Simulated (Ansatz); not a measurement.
# SnSe (SMILES [Se][Sn]): MP2/STO-3G

Aim: the vertical ionisation energy of SnSe at MP2/STO-3G, from 2 runs. 

Program for the calculation: Ansatz 0.2.0.

### Step 1. The structure to begin with

The species is SnSe (2 atoms), meant as a singlet with charge 0. As SMILES, `[Se][Sn]`. Geometry: relaxed at PBE0-D4/def2-TZVP.

Bond lengths: Se1–Sn2 2.325 Å.

### Step 2. A single-point energy at MP2/STO-3G

job.yaml reads:

```yaml
crystal:
  periodic: [false, false, false]
  atoms:
    - symbol: Se
      position_ang: [0.000000, -0.000000, 0.006530]
    - symbol: Sn
      position_ang: [-0.000000, 0.000000, 2.331810]
basis:
  gaussian:
    orbitals: STO-3G
correlation:
  method: mp2
  frozen_orbitals: {Se: 9, Sn: 18}
accuracy: high
```

The run is started by

```sh
$ ansatz run job.yaml --threads 1 --pin off --max-ram 3480MiB --events-out events.jsonl --progress --plain --runs-dir runs
```

Log:

```text
Warning: RAYON_NUM_THREADS=1 ignored (pool sized by the plan → 1); use --threads N
Functional definition: HF
  name "HF"
  exchange = exact_x
  correlation = 0
711 factors; integrals over basis functions are off by at most 1.8e-8 eV
mean field evaluation 1: about -226854.8017 eV, gradient 1.9e1 eV
mean field evaluation 2: about -226854.8430 eV, gradient 1.9e1 eV
mean field evaluation 4: about -226857.7973 eV, gradient 9.0e-1 eV
mean field evaluation 8: about -226857.8014 eV, gradient 4.1e-6 eV
mean field -226857.80139870 eV, -8336.8704316616 hartree, gradient 2.7e-8 eV, S^2 0.000000; 0 other end points of the search recorded, 0 dependent functions left out
27 core orbitals not correlated: weight in the atoms' cores, before any rotation towards them, 1.000 or more for the frozen orbitals, at most 0.000 for the correlated occupied ones
reference -226857.80139870 eV, -8336.8704316616 hartree; 15, 15 occupied and 3, 3 virtual orbitals, 711 factors
second order -1.84542292 eV of doubles, -0.00000000 eV of singles
Total energy: -226859.64682162 eV, -8336.9382497028 hartree
```

Wall time 1.2 s (1 thread of Arm Neoverse V1, shared host); peak memory 0.11 GiB.

### Step 3. The doublet cation, same level

in.yaml reads:

```yaml
crystal:
  periodic: [false, false, false]
  atoms:
    - {symbol: Se, position_ang: [0.000000, -0.000000, 0.006530]}
    - {symbol: Sn, position_ang: [-0.000000, 0.000000, 2.331810]}
basis:
  gaussian: {orbitals: STO-3G}
magnetization: {spin_polarized: true, initial_magnetization: 1}
correlation: {method: mp2, frozen_orbitals: {Se: 9, Sn: 18}}
total_charge: 1
accuracy: high
```

The run is started by

```sh
$ ansatz run in.yaml --threads 1 --pin off --max-ram 3480MiB --events-out events.jsonl --progress --plain --runs-dir runs
```

Log, shortened:

```text
Warning: RAYON_NUM_THREADS=1 ignored (pool sized by the plan → 1); use --threads N
[... 2 set-up lines as earlier in the session ...]
[...]
711 factors; integrals over basis functions are off by at most 1.8e-8 eV
[...]
mean field -226852.82968848 eV, -8336.6877246809 hartree, gradient 2.3e-8 eV, S^2 0.977554; 17 other end points of the search recorded, 0 dependent functions left out
27 core orbitals not correlated: weight in the atoms' cores, before any rotation towards them, 1.000 or more for the frozen orbitals, at most 0.000 for the correlated occupied ones
reference -226852.82968848 eV, -8336.6877246809 hartree; 15, 14 occupied and 3, 4 virtual orbitals, 711 factors
second order -0.89235607 eV of doubles, -0.00000000 eV of singles
Total energy: -226853.72204455 eV, -8336.7205181617 hartree
```

Run time: 22 s. Hardware: 1 thread of Arm Neoverse V1, shared host; peak memory 0.17 GiB.

### Step 4. Outcome

At MP2/STO-3G, 27 core orbitals frozen:

```
                                                    quantity           value
                                  singlet SnSe: total energy  -8336.93825 Eh
  singlet SnSe: correlation energy (27 core orbitals frozen)       -67.8 mEh
                                doublet cation: total energy  -8336.72052 Eh
doublet cation: correlation energy (27 core orbitals frozen)       -32.8 mEh
           doublet cation: ⟨S²⟩ of the reference determinant           0.978
          vertical ionisation energy (to the doublet cation)        5.925 eV
```

Removing an electron at fixed nuclei costs 5.92 eV (137 kcal/mol). In a minimal basis such a difference can be off by several eV, whatever the method. Relativity is left out (singlet SnSe) although the molecule holds a heavy atom. ⟨S²⟩ (doublet cation) is 0.98 where a pure doublet has 0.75: the reference is spin-contaminated. Relativity is left out (doublet cation) although the molecule holds a heavy atom.
